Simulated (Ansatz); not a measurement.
Crystal: Ta3N.

```
Ta N
1.0
     3.03222    0.00000    0.00000
    -1.51611    2.62598    0.00000
     0.00000    0.00000    7.52414
Ta N
3 1
Direct
  0.66667 0.33333 0.82607
  0.33333 0.66667 0.17393
  0.00000 0.00000 0.50000
  0.00000 0.00000 0.00000
```

The cell comes from a database or a generator and needn't be the stable form of this composition.

| Item | Value |
| --- | --- |
| Program | Ansatz 0.2.0 |
| Task | relaxation of cell and atoms |
| Functional | BLYP |
| Dispersion | D4 |
| Potentials or basis | Ansatz PAW |
| Cutoff | 420 eV (not typed: the program's choice for these potentials) |
| k mesh | 7 × 7 × 3 |
| Occupations | fermi-dirac, width 0.05 eV |
| Spin | no spin polarisation |

At the start: volume 14.98 Å³/atom.

**Question.** How do energy, volume and symmetry change on relaxing?

**Answer.** It ends after 8 steps and the volume is 15.01 Å³/atom (+0.2 %); space group P-3m1 (No. 164, to 0.05 Å).

The path:
```tsv
step	energy change (eV)	largest force (eV/Å)	volume (Å³)
1	0.0000	0.0504	59.91
2	-0.0067	0.0644	60.17
3	-0.0127	0.0648	60.14
4	-0.0141	0.0162	60.03
5	-0.0141	0.0001	60.03
6	-0.0146	0.0002	60.03
7	-0.0146	0.0001	60.03
8	-0.0146	0.0001	60.03
```

Final structure:
```
Ta N
1.0
     3.00259    0.00000    0.00000
    -1.50130    2.60032    0.00000
     0.00000    0.00000    7.68838
Ta N
3 1
Direct
  0.66667 0.33333 0.82323
  0.33333 0.66667 0.17677
  0.00000 0.00000 0.50000
  0.00000 0.00000 0.00000
```

Caveat: the plane-wave basis is chosen anew once the cell has moved, so the energies of steps on either side of that aren't comparable; pairwise dispersion overbinds metals, which lowers pressure and volume; the PAW data sets come from PBE, with cores solved anew for the run's functional, which leaves a small shift of forces and pressure.
